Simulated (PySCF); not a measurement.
# LiGa: from the state search to spectroscopic constants

What are the lowest state that PBE0 finds, the bond length, vibrational wavenumber and bond energy of LiGa, and how much do these hang on the method?

Method: Li aug-cc-pVDZ, Ga aug-cc-pVDZ-PP with ECP10, scalar-relativistic core potentials; program: PySCF 2.14.0.

## 1. Input

The job is set up so:

```json
{
  "atoms": "Li, Ga",
  "charge": "0",
  "basis": "Li aug-cc-pVDZ, Ga aug-cc-pVDZ-PP with ECP10",
  "Hamiltonian": "scalar-relativistic core potentials",
  "basis functions": "55",
  "electrons treated": "24",
  "masses in u": "7.0160, 68.9256",
  "levels": "PBE0, PBE, r²SCAN, TPSS, BLYP, M06-L, HF, MP2, SCS-MP2, CCSD, CCSD(T)",
  "grid": "80 radial by 434 angular points",
  "occupations": "held fixed by the projection of orbital angular momentum",
  "dissociation limit": "Li + Ga, each in its ground configuration",
  "starting distance in angstrom": "2.490",
  "values of 2S to try": "0, 2"
}
```

Command:

```bash
OMP_NUM_THREADS=1 python dia.py task.json out
```

Further steps of the session: PBE0 along the bond; Other states along the same grid; PBE (GGA); r²SCAN (meta-GGA); TPSS; BLYP (GGA); M06-L (meta-GGA); RHF (mean field); Correlated methods on the Hartree–Fock reference.

What does the calculation give? Wanted: for each run, Re; ωe; De; μ.

**Answer**, as computed:

Lowest PBE0 solution found, without spin–orbit coupling: ¹Σ⁺ (singlet), closed shell. State 2 has its PBE0 minimum 0.09 eV higher. State 3 has its PBE0 minimum 0.36 eV higher, as a spin-mixed determinant (⟨S²⟩ = 1.01), so this is no gap between pure states. The other levels ran on the lowest alone.

```
      level  Re (Å)  ωe (cm⁻¹)  De (eV)  μ (D)
        RHF   2.913      284.0    0.036  -3.23
    RHF-MP2   2.871      288.9     0.70    n/a
RHF-SCS-MP2   2.882      284.4     0.75    n/a
   RHF-CCSD   2.866      280.5     0.88    n/a
RHF-CCSD(T)   2.863      278.0     0.93    n/a
        PBE   2.900      267.3     0.94  -1.57
       BLYP   2.900      263.2     0.95  -1.51
       TPSS   2.903      269.1     0.98  -1.78
     r²SCAN   2.878      277.7     0.79  -2.23
      M06-L   2.904      265.0     1.13  -2.51
       PBE0   2.880      279.7     0.84  -2.17
```

De is counted to Li + Ga in their ground configurations. A positive dipole means Li(−)Ga(+).

Bond lengths run from 2.863 Å (RHF-CCSD(T)) to 2.913 Å (RHF). CCSD(T) can't serve as the judge here: for a weak bond in this basis it is far from its limit. Among the levels with a De in the table, it runs from 0.036 eV (RHF) to 1.13 eV (M06-L).

Correlated steps freeze 4 core orbitals.
